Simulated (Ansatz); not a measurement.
# F3GeH3Si: a ladder of functionals and wavefunction methods

How much do the methods differ for F3GeH3Si? The plan is to run it at one geometry with functionals of several rungs and with coupled cluster. The yardstick is the atomisation energy at the CCSD(T) limit.

The runs use Ansatz 0.2.0, Gaussian basis; functionals in def2-TZVPP, the program's frozen cores in correlated methods.

Plan: LDA (SPW92), PBE-D4, revPBE-D4, BLYP-D4, r2SCAN-D4, B97M-V, PBE0-D4, B3LYP-D4, r2SCANh-D4, r2SCAN0-D4, HSE06-D4, BHLYP-D4, CAM-B3LYP-D4, LC-ωPBE, ωB97X-V, ωB97M-V, B2PLYP, PBE-QIDH; CCSD(T)/def2-SVP; CCSD(T)/def2-TZVPP; MP2/def2-QZVPP; extrapolation to the limit; RPA on PBE.

### Step 1. Structure used throughout

An earlier PBE0-D4 in a triple-zeta def2 set relaxation fixed the geometry.

8 atoms, charge 0, spin multiplicity 1.

Atoms are counted from 1 here; the program's logs count them from 0.

Bond lengths: F1–Si2 1.581 Å, Si2–F3 1.581 Å, Si2–F4 1.581 Å, Si2–Ge5 2.364 Å, Ge5–H6 1.533 Å, Ge5–H7 1.533 Å, Ge5–H8 1.533 Å. Angles: F1–Si2–F3 107.0°, F1–Si2–F4 107.0°, F1–Si2–Ge5 111.9°, F3–Si2–F4 107.0°, F3–Si2–Ge5 111.9°, F4–Si2–Ge5 111.9°, Si2–Ge5–H6 109.1°, Si2–Ge5–H7 109.1°, Si2–Ge5–H8 109.1°, H6–Ge5–H7 109.8°, H6–Ge5–H8 109.9°, H7–Ge5–H8 109.8°.

### Step 2. LDA

This LDA is Slater exchange with PW92 correlation.

Input file in.yaml:

```yaml
crystal:
  periodic: [false, false, false]
  atoms:
    - {symbol: F, position_ang: [1.798406, -0.601907, 1.268659]}
    - {symbol: Si, position_ang: [0.575256, -0.950491, 0.329259]}
    - {symbol: F, position_ang: [-0.359359, -1.938631, 1.135502]}
    - {symbol: F, position_ang: [1.152933, -1.760466, -0.899669]}
    - {symbol: Ge, position_ang: [-0.584346, 0.989956, -0.362396]}
    - {symbol: H, position_ang: [-1.100226, 1.733465, 0.874669]}
    - {symbol: H, position_ang: [-1.763232, 0.579465, -1.251789]}
    - {symbol: H, position_ang: [0.372568, 1.891610, -1.150135]}
basis:
  gaussian: {orbitals: def2-TZVPP}
hamiltonian: {xc: lda}
output: {orbitals: {seedname: orbitals}}
```

The run is started by

```bash
> ansatz run in.yaml --threads 4 --pin off --events-out ev --progress --plain --max-ram 10444MiB
```

After this run come: PBE-D4 (GGA); revPBE-D4 (GGA); BLYP-D4 (GGA); r2SCAN-D4 (meta-GGA); B97M-V (meta-GGA); B3LYP-D4 (hybrid); r2SCANh-D4 (hybrid); r2SCAN0-D4 (hybrid); HSE06-D4 (hybrid); BHLYP-D4 (hybrid); CAM-B3LYP-D4 (range-separated); LC-ωPBE (range-separated); ωB97X-V (range-separated); ωB97M-V (range-separated); B2PLYP (double hybrid); PBE-QIDH (double hybrid); CCSD(T) in def2-SVP; CCSD(T) in def2-TZVPP; MP2 in def2-QZVPP; RPA on PBE orbitals.

Q: Predict the results of all the runs planned. Wanted: atomisation energy, CCSD(T)/CBS; farthest beyond LDA; mean size of error, GGA; mean size of error, meta-GGA; mean size of error, hybrid; mean size of error, range-separated; mean size of error, double hybrid; gap, smallest and largest; T1 diagnostic.

**Answer**, as computed:

```
                               quantity                                             value
        atomisation energy, CCSD(T)/CBS                                         30.273 eV
    functionals within 0.303 eV (1.0 %)  PBE-D4, r2SCAN-D4, B97M-V, CAM-B3LYP-D4, ωB97X-V
                    farthest beyond LDA                              BHLYP-D4 (-1.436 eV)
                mean size of error, GGA                                          0.661 eV
           mean size of error, meta-GGA                                          0.135 eV
             mean size of error, hybrid                                          0.845 eV
    mean size of error, range-separated                                          0.297 eV
      mean size of error, double hybrid                                          0.664 eV
              gap, smallest and largest         7.03 eV (LDA (SPW92)), 14.09 eV (LC-ωPBE)
                          T1 diagnostic                                            0.0124
triples share of the correlation energy                                             2.9 %
```

**Reading.** The LDA atomisation energy is off by 3.939 eV (13 %): it overbinds. PBE-D4 misses by -0.248 eV. Double hybrids carry the basis error of their MP2 part in triple zeta, and no dispersion term here, so their miss is partly the set-up's. The rungs meta-GGA, range-separated miss on average by less than the doubt on the reference (0.303 eV), so they tie. The reference freezes the cores and leaves out relativity and excitations past (T), and its outer-core shells are covered unevenly, so misses under about 0.303 eV can't be ranked. Hartree-Fock recovers 74 % of the binding; the rest is correlation. CCSD(T) in def2-SVP is off by -2.808 eV, worse than the median functional, from the basis alone. The gap grows from 7.0 to 14.1 eV across the functionals, mostly with the share of exact exchange. Correlated methods include outer-core shells of Ge, which these sets cover unevenly.
